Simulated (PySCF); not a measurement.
# The bond of CuF+, level by level

Aim: find the lowest electronic state of CuF+, scan its bond at several levels of theory, and get bond length, wavenumber and dissociation energy from each curve.

Program: PySCF 2.14.0. Level of theory: Cu def2-TZVPPD, F def2-TZVPPD, no relativity. These are calculated values, not measurements.

1 further run of the same task is left out (set aside as unsound or not needed).

**1. Set-up**

A driver script around PySCF takes these settings:

* atoms: Cu, F
* charge: 1
* basis: Cu def2-TZVPPD, F def2-TZVPPD
* Hamiltonian: no relativity
* basis functions: 107
* electrons treated: 37
* masses in u: 62.9296, 18.9984
* levels: PBE0, PBE, r²SCAN, BHandHLYP, r²SCAN0, PW91, M06, revPBE, LC-ωPBE
* grid: 80 radial by 434 angular points
* occupations: held fixed by the projection of orbital angular momentum
* dissociation limit: Cu+ + F, each in its ground configuration
* starting distance in angstrom: 1.850
* values of 2S to try: 1, 3

Command:

```sh
OMP_NUM_THREADS=2 python dia.py task.json out
```

After this run come: PBE0 along the bond; Other states along the same grid; PBE (GGA); r²SCAN (meta-GGA); BHandHLYP (global hybrid GGA); r²SCAN0; PW91; M06 (hybrid meta-GGA); revPBE; LC-ωPBE (range-separated hybrid).

What does the calculation give? Wanted: for each run, Re; ωe; De; μ.

**Answer**, as computed:

Lowest PBE0 solution found, without spin–orbit coupling: ²Σ⁺ (doublet), unpaired electrons σ ↑. State 2 has its PBE0 minimum 0.27 eV higher. State 3 has its PBE0 minimum 1.62 eV higher. The other levels ran on the lowest alone.

```csv
level,Re (Å),ωe (cm⁻¹),De (eV),μ (D)
PBE,1.711,647,1.97,-4.26
revPBE,1.723,624,1.74,-4.31
PW91,1.709,649,1.99,-4.27
r²SCAN,1.689,696,1.98,-4.57
PBE0,1.684,708,1.45,-4.83
r²SCAN0,1.671,751,1.49,-5.12
M06,1.693,665,1.24,-4.69
BHandHLYP,1.670,788,1.07,-5.66
LC-ωPBE,1.681,718,1.40,-4.74
```

De is counted to Cu+ + F in their ground configurations. A positive dipole points from Cu to F; in an ion it is taken about the centre of mass and does not tell which atom is negative.

In words: Bond lengths run from 1.670 Å (BHandHLYP) to 1.723 Å (revPBE). Of the levels with a De here, BHandHLYP gives the least (1.07 eV) and PW91 the most (1.99 eV).

The state is the lowest single determinant that the PBE0 search found; with open d or f shells the true ground state can be another one.
